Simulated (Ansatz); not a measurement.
# Li+ with AsH3: structure and interaction energy

The task here is to estimate one member of a computed series from the others.

Program: Ansatz 0.2.0, Gaussian basis. Level of theory: PBE0-D4 structure, single points in def2-TZVPPD. These are calculated values, not measurements.

Levels: PBE-D4, revPBE-D4, BLYP-D4, r2SCAN-D4, B97M-V, PBE0-D4, B3LYP-D4, HSE06-D4, wB97X-V, wB97M-V, B2PLYP, Hartree-Fock, MP2, CCSD, CCSD(T). The reference is CCSD(T) extrapolated to the basis limit. For elements past Ar these valence bases correlate outer-core shells poorly and lack relativity, so that limit is rough.

Cores are frozen in the correlated methods. Filled d shells of the heavier atoms are correlated. The outer core shell of Li, Na, Mg and K is correlated. B3LYP uses VWN-RPA correlation. B2PLYP carries no dispersion term here.

163 further runs of the same task are left out: 163 set aside as unsound or not needed.

### The system as given

The pair, from a GFN2-xTB docking trial: 5 atoms, charge 1, spin multiplicity 1.

Atoms are counted from 1 here; the program's logs count them from 0.

Bond lengths: Li1–As2 2.521 Å, As2–H3 1.490 Å, As2–H4 1.483 Å, As2–H5 1.484 Å. Angles: Li1–As2–H3 125.3°, Li1–As2–H4 125.2°, Li1–As2–H5 120.5°, H3–As2–H4 92.4°, H3–As2–H5 92.3°, H4–As2–H5 91.8°.

As a file:

```xyz
5
AsH3Li
Li   -0.0762    0.0798   -2.5082
As   -0.0276   -0.0069    0.0106
H    -0.8410    0.8519    0.9168
H    -0.2783   -1.2170    0.8300
H     1.2232    0.2922    0.7508
```

Atoms 1 to 1 are fragment A (Li+), the rest fragment B (AsH3).

Set-up of the first run:

pre/in.yaml reads:

```yaml
crystal:
  periodic: [false, false, false]
  atoms:
    - {symbol: Li, position_ang: [-0.076200, 0.079800, -2.508200]}
    - {symbol: As, position_ang: [-0.027600, -0.006900, 0.010600]}
    - {symbol: H, position_ang: [-0.841000, 0.851900, 0.916800]}
    - {symbol: H, position_ang: [-0.278300, -1.217000, 0.830000]}
    - {symbol: H, position_ang: [1.223200, 0.292200, 0.750800]}
basis:
  gaussian: {orbitals: def2-SVP}
total_charge: 1
hamiltonian: {xc: pbe, dispersion: d4}
relax: {f_tol: 0.03, max_steps: 250}
```

Command:

```sh
$ ansatz run in.yaml --threads 2 --pin off --events-out ev --progress --plain --max-ram 5222MiB
```

Steps of the session up to this table: A first relaxation in a small basis; Relaxation at PBE0-D4; wB97X-V/def2-TZVPPD; wB97M-V/def2-TZVPPD; B2PLYP/def2-TZVPPD; B97M-V/def2-TZVPPD; CCSD(T)/def2-TZVPPD; Vibrations of the pair.

One table of the session follows, with a row left open; its other results are not shown here.

| method | interaction (meV) |
| --- | --- |
| PBE-D4 | ? |
| revPBE-D4 | -1084 |
| BLYP-D4 | -1080 |
| r2SCAN-D4 | -1029 |
| B97M-V | -1047 |
| PBE0-D4 | -1128 |
| B3LYP-D4 | -1102 |
| HSE06-D4 | -1128 |
| wB97X-V | -1111 |
| wB97M-V | -1066 |
| B2PLYP | -1079 |
| Hartree-Fock | -1080 |
| MP2 | -1030 |
| CCSD | -1035 |
| CCSD(T) | -1028 |
| CCSD(T)/CBS | -1040 |

Q: Estimate the row for PBE-D4 from the others.

**Answer.** interaction (meV): -1115. In the column «interaction (meV)» it lies between HSE06-D4 (-1128) and wB97X-V (-1111).
